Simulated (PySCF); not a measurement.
# C₆H₉F: magnetic properties

What do calculations give for the magnetic properties of C₆H₉F (`C=C=C(C)CCF`)?

Computed with PySCF 2.14.0 and routines of our own; the level stands in each step. Atoms count from 0.

## (1) The system as given

16 atoms, charge 0, multiplicity 1; geometry from: GFN2-xTB.

## (2) Magnetic properties: GIAO KT3/pcSseg-1

Job settings and geometry (Å):

```
{"job": {"kind": "mag", "xc": "KT3", "basis": "pcSseg-1", "isotopologues": 2}, "charge": 0, "multiplicity": 1}
C      0.570359     2.704268     0.156429
C      0.519762     1.410649     0.141266
C      0.473933     0.111032     0.137469
C      1.521159    -0.729397    -0.536142
C     -0.666700    -0.627833     0.799364
C     -1.704572    -1.116175    -0.210185
F     -1.236946    -2.194022    -0.924516
H      1.078728     3.245197     0.939840
H      0.111070     3.303161    -0.614995
H      2.256926    -0.103099    -1.033351
H      2.027719    -1.352930     0.200503
H      1.059241    -1.386913    -1.270012
H     -0.279125    -1.492366     1.343129
H     -1.175268     0.032536     1.503355
H     -2.613782    -1.457705     0.296090
H     -1.950103    -0.337459    -0.939654
```

Method: GIAO KT3/pcSseg-1 magnetisability, rotational g tensor and spin-rotation constants, non-relativistic, gas phase.

Command:

```bash
> OMP_NUM_THREADS=1 python excited_run.py task.json out
```

The driver reads the jobs from task.json and runs them one after another.

Log:

```text
coarse grid: 13184 points
cycle   1  E = -338.6614612925  dE =  6.346e-01  |g| = 7.238e-01  |ddm| = 3.744e+00
cycle   2  E = -338.5247847793  dE =  1.367e-01  |g| = 1.145e+00  |ddm| = 1.773e+00
cycle   3  E = -338.7658737925  dE = -2.411e-01  |g| = 1.520e-01  |ddm| = 1.225e+00
cycle   4  E = -338.7704327839  dE = -4.559e-03  |g| = 4.179e-02  |ddm| = 1.499e-01
cycle   5  E = -338.7707484009  dE = -3.156e-04  |g| = 1.951e-02  |ddm| = 4.363e-02
cycle   6  E = -338.7708355578  dE = -8.716e-05  |g| = 8.150e-03  |ddm| = 2.592e-02
cycle   7  E = -338.7708540935  dE = -1.854e-05  |g| = 1.251e-03  |ddm| = 9.805e-03
cycle   8  E = -338.7708543456  dE = -2.521e-07  |g| = 7.653e-04  |ddm| = 2.218e-03
final grid: 127200 points
cycle   9  E = -338.8085563222  dE = -1.948e-04  |g| = 2.223e-02  |ddm| = 8.879e-02
cycle  10  E = -338.8083954609  dE =  1.609e-04  |g| = 3.897e-02  |ddm| = 4.283e-02
cycle  11  E = -338.8086244389  dE = -2.290e-04  |g| = 2.447e-03  |ddm| = 3.015e-02
cycle  12  E = -338.8086257855  dE = -1.347e-06  |g| = 1.122e-03  |ddm| = 3.243e-03
cycle  13  E = -338.8086261030  dE = -3.176e-07  |g| = 2.993e-04  |ddm| = 1.291e-03
cycle  14  E = -338.8086261262  dE = -2.311e-08  |g| = 5.413e-05  |ddm| = 3.897e-04
cycle  15  E = -338.8086261269  dE = -7.393e-10  |g| = 1.064e-05  |ddm| = 9.131e-05
converged SCF energy = -338.8086261269

Magnetisability tensor (1e-30 J/T^2)
    -1031.09       22.03       26.23
       22.03    -1019.31      -55.67
       26.23      -55.67    -1021.87
isotropic -1024.09   principal values   -1094.65  -1012.83   -964.79
isotropic susceptibility -61.672 1e-6 cm^3/mol

Inertial axes            a          b          c
rot. const./GHz      4.7325     1.4927     1.2795
chi total           -61.170    -64.363    -59.484
chi diamagnetic    -365.160   -869.117  -1015.377
chi paramagnetic    303.991    804.754    955.893
quadrupole/D A       -3.564      2.822      0.743
g nuclear            0.6498     0.5557     0.5650
g electronic        -0.6759    -0.5643    -0.5746
g total             -0.0260    -0.0086    -0.0096

Spin-rotation constants (kHz, H = +C I.J)
atom  isotope        aa         bb         cc
  6    19F        1.614      1.063      0.466
  7     1H        0.024     -0.159     -0.045
  8     1H       -0.452     -0.116      0.046
  9     1H       -0.164     -0.095     -0.107
 10     1H       -0.509     -0.106     -0.005
 11     1H       -0.058     -0.145     -0.082
 12     1H       -0.383     -0.113     -0.026
 13     1H       -0.400     -0.011     -0.113
 14     1H       -0.184     -0.027     -0.087
 15     1H       -0.342     -0.141      0.045
  0    13C*       1.048      0.226      0.373
  1    13C*       2.015      0.606      0.574
  2    13C*       1.268      0.546      0.227
  3    13C*       0.749      0.209      0.206
  4    13C*       0.848      0.264      0.243
  5    13C*       1.180      0.342      0.361
* in the singly substituted isotopologue

Isotopologues: g along a, b, c
2H    at 7,8,9,10,11,12    -0.0203    -0.0077    -0.0084
13C   at 0                 -0.0259    -0.0084    -0.0094
```

Run time: 24 s. Hardware: 1 thread of Intel Xeon 6975P-C, shared host; peak memory 0.53 GiB.

Key values:

| quantity | value |
| --- | --- |
| magnetisability | -1024·10⁻³⁰ J/T² |
| molar susceptibility | -61.7·10⁻⁶ cm³/mol |
| rotational g (a, b, c) | -0.0260, -0.0086, -0.0096 |

## (3) Magnetic properties: common gauge origin mPW1PW91/pcSseg-1

Settings changed since step 2:

```diff
@@ -1,2 +1,2 @@
-{"job": {"kind": "mag", "xc": "KT3", "basis": "pcSseg-1", "isotopologues": 2}, "charge": 0, "multiplicity": 1}
+{"job": {"kind": "mag", "xc": "mPW1PW91", "basis": "pcSseg-1", "gauge": [0, 0, 0]}, "charge": 0, "multiplicity": 1}
 C      0.570359     2.704268     0.156429
```

Method: common gauge origin mPW1PW91/pcSseg-1 magnetisability, rotational g tensor and spin-rotation constants, non-relativistic, gas phase.

Log:

```text
coarse grid: 13184 points
cycle   1  E = -333.6099832096  dE =  7.786e-01  |g| = 5.339e-01  |ddm| = 3.667e+00
cycle   2  E = -333.5920505124  dE =  1.793e-02  |g| = 6.700e-01  |ddm| = 9.236e-01
cycle   3  E = -333.6669839085  dE = -7.493e-02  |g| = 7.512e-02  |ddm| = 5.220e-01
cycle   4  E = -333.6679377833  dE = -9.539e-04  |g| = 2.558e-02  |ddm| = 6.996e-02
cycle   5  E = -333.6680779384  dE = -1.402e-04  |g| = 5.007e-03  |ddm| = 2.533e-02
cycle   6  E = -333.6680813378  dE = -3.399e-06  |g| = 3.005e-03  |ddm| = 6.581e-03
final grid: 127200 points
cycle   7  E = -333.7191680474  dE = -3.270e-05  |g| = 7.684e-03  |ddm| = 3.915e-02
cycle   8  E = -333.7191492312  dE =  1.882e-05  |g| = 1.179e-02  |ddm| = 1.628e-02
cycle   9  E = -333.7191821692  dE = -3.294e-05  |g| = 1.283e-03  |ddm| = 1.019e-02
cycle  10  E = -333.7191825772  dE = -4.079e-07  |g| = 2.047e-04  |ddm| = 1.190e-03
cycle  11  E = -333.7191825833  dE = -6.157e-09  |g| = 1.279e-04  |ddm| = 2.578e-04
cycle  12  E = -333.7191825868  dE = -3.501e-09  |g| = 2.098e-05  |ddm| = 1.273e-04
cycle  13  E = -333.7191825869  dE = -9.379e-11  |g| = 9.354e-06  |ddm| = 2.445e-05
converged SCF energy = -333.7191825869

Magnetisability tensor (1e-30 J/T^2)
    -3673.93      868.04     -114.07
      868.04    -2387.01      409.09
     -114.07      409.09    -4536.95
isotropic -3532.63   principal values   -4709.28  -3976.78  -1911.83
isotropic susceptibility -212.740 1e-6 cm^3/mol

Inertial axes            a          b          c
rot. const./GHz      4.7325     1.4927     1.2795
chi total          -115.529   -240.674   -282.017
chi diamagnetic    -365.411   -869.682  -1015.809
chi paramagnetic    249.881    629.009    733.793
quadrupole/D A       -3.846      3.075      0.770
g nuclear            0.6498     0.5557     0.5650
g electronic        -0.5556    -0.4411    -0.4411
g total              0.0943     0.1146     0.1239

Spin-rotation constants (kHz, H = +C I.J)
atom  isotope        aa         bb         cc
  6    19F        1.677      0.814      0.291
  7     1H       -0.117      0.144      0.274
  8     1H       -0.221      0.035      0.186
  9     1H        0.050     -0.174     -0.124
 10     1H       -0.289     -0.218     -0.043
 11     1H       -0.144     -0.337     -0.241
 12     1H       -0.500     -0.203     -0.196
 13     1H       -0.282     -0.198     -0.263
 14     1H       -0.096     -0.022     -0.026
 15     1H       -0.368     -0.391     -0.167
  0    13C*       1.071      0.244      0.439
  1    13C*       1.976      0.572      0.504
  2    13C*       1.123      0.469      0.109
  3    13C*       0.689      0.154      0.151
  4    13C*       0.742      0.169      0.154
  5    13C*       1.085      0.257      0.292
* in the singly substituted isotopologue
```

Run time: 8.8 s. Hardware: 1 thread of Intel Xeon 6975P-C, shared host; peak memory 0.7 GiB.

It converged, yet the result is unsound: a common gauge origin replaces GIAOs, so the magnetic properties depend on where the origin lies.

## (4) Results

```
                                          quantity                               value
       magnetisability (step 2, GIAO KT3/pcSseg-1)                    -1024·10⁻³⁰ J/T²
  molar susceptibility (step 2, GIAO KT3/pcSseg-1)                  -61.7·10⁻⁶ cm³/mol
rotational g (a, b, c) (step 2, GIAO KT3/pcSseg-1)           -0.0260, -0.0086, -0.0096
                                              runs  0 failed, 1 ended on unsound input
```

The values above hold for this geometry and these levels alone. Vibrational averaging and real surroundings are missing from these values.
